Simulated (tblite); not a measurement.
# ClH8NOSi3: the cost of one run

Computed with tblite 0.8.0 and PySCF 2.14.0; each step states its level. No surroundings beyond the atoms listed, unless a continuum is named. Atoms count from 0, parts from 1.

## 1. Starting point

14 atoms, charge 0, multiplicity 1; geometry: distance geometry start.

## 2. Geometry optimisation with GFN2-xTB

The job: settings as JSON, then the geometry in Å.

```
{"job": {"kind": "relax", "xc": "GFN2-xTB", "basis": "xTB"}, "charge": 0, "multiplicity": 1}
Si    -0.404806     0.222450    -0.668133
Si    -2.429315     0.440437     0.199049
N      0.927353     0.800841     0.330208
Si     2.141691    -0.333724     0.703706
O     -0.147587    -1.472878    -0.906807
Cl    -0.336453     1.192514    -2.508250
H     -2.710879     1.811861     0.644170
H     -2.582290    -0.522822     1.256657
H     -3.418224     0.132307    -0.868049
H      0.908731     1.706730     0.739186
H      1.570815    -1.430230     1.560581
H      3.299431     0.258600     1.354579
H      2.545943    -1.030291    -0.549906
H      0.628536    -1.755754    -0.363924
```

Level: GFN2-xTB geometry optimisation, gas phase.

Started as:

```sh
> OMP_NUM_THREADS=1 python cluster_run.py task.json out
```

One launch serves the whole session: the jobs run in the order shown.

**Question.** How long does this first job take on 1 thread of Arm Neoverse V1, shared host?

About 5.6 s.
